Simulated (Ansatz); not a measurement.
# YIn: how the settings move a single-point run

Aim: see which settings change the result for YIn, by how much, and at what cost.

Computed with Ansatz 0.2.0 (reference: DFT, r2SCAN, PAW with Ansatz's default frozen-core files, scalar-relativistic, unless a step's input says otherwise).

### Step 1. Starting point

The structure is cubic, space group Pm-3m (No. 221). Conventional cell: a = 3.537 Å, b = 3.537 Å, c = 3.537 Å, α = 90.00°, β = 90.00°, γ = 90.00°. Y (site symmetry m-3m) has 8 In at 3.06 Å as nearest neighbours. In (site symmetry m-3m) has 8 Y at 3.06 Å as nearest neighbours.

As a file:

```cif
data_structure
_symmetry_space_group_name_H-M 'P 1'
_symmetry_Int_Tables_number 1
_cell_length_a 3.5369
_cell_length_b 3.5369
_cell_length_c 3.5369
_cell_angle_alpha 90.000
_cell_angle_beta 90.000
_cell_angle_gamma 90.000
_cell_volume 44.25
loop_
_atom_site_label
_atom_site_type_symbol
_atom_site_fract_x
_atom_site_fract_y
_atom_site_fract_z
_atom_site_occupancy
Y1 Y 0.50000 0.50000 0.50000 1
In1 In 0.00000 0.00000 0.00000 1
```

### Step 2. Reference

File input.yaml:

```yaml
crystal:
  lattice:
    - [3.5368906912, 0.0, 0.0]
    - [0.0, 3.5368906912, 0.0]
    - [0.0, 0.0, 3.5368906912]
  atoms:
    - { symbol: "Y", position: [0.5, 0.5, 0.5] }
    - { symbol: In, position: [0.0, 0.0, 0.0] }
kpoints:
  mp_grid: { grid: [10, 10, 10] }
  band_path:
    path:
      - [0.0, 0.0, 0.0]
      - [0.0, 0.5, 0.0]
      - [0.5, 0.5, 0.0]
      - [0.0, 0.0, 0.0]
      - [0.5, 0.5, 0.5]
      - [0.0, 0.5, 0.0]
      - [0.5, 0.5, 0.5]
      - [0.5, 0.5, 0.0]
    npoints: 6
scf:
  occupations: { method: fermi_dirac, width: 0.05 }
hamiltonian:
  xc: r2scan
  pseudopotentials: { kind: paw }
output:
  forces: true
  stress: true
  eigenvalues: true
  efg: { contact_densities: true }
  populations: true
```

On the command line:

```bash
$ ansatz run input.yaml --threads 1 --pin off --max-ram 2048MiB --backend cpu --events-out ev --progress --plain --runs-dir out
```

### Step 3. Variant: lower_state_search off, ecutwfc 51.4 Ry

Edit input.yaml of step 2 so:

```diff
@@ -23,2 +23,3 @@
   occupations: { method: fermi_dirac, width: 0.05 }
+  lower_state_search: "off"
 hamiltonian:
@@ -32 +33,3 @@
   populations: true
+basis:
+  ecutwfc: "51.4 Ry"
```

**Question.** What will these runs give? Wanted: for each run, ending; energy change; pressure; gap; force.

**Answer**, as computed:

| run | ending | energy change | pressure (GPa) | gap (eV) | force (eV/Å) | cycles | time |
| --- | --- | --- | --- | --- | --- | --- | --- |
| reference | converged | 0 | 16.0 | 0.00 | 0.00 | 6 | 10 s |
| 1: lower_state_search off, ecutwfc 51.4 Ry | converged | -0.9 meV/atom | 16.0 | 0.00 | 0.00 | 6 | 14 s |

Residual by cycle in the longest SCF loop of each run; runs are numbered as in the table. The quantity is the density residual dr2, in eV.

| cycle | reference | run 1 |
| --- | --- | --- |
| 1 | 0.0144 | 0.0143 |
| 2 | 0.00545 | 0.00553 |
| 3 | 8.5e-4 | 9.6e-4 |
| 4 | 1.5e-5 | 1.2e-5 |
| 5 | 6.7e-7 | 6.9e-7 |
| 6 | 5.3e-8 | 5.7e-8 |

**Reading.** Changing the search for lower states and cutoff moves the energy by -0.9 meV/atom. The structure is not at rest: the sound run finds 16 GPa, so these are no properties of the relaxed crystal. 
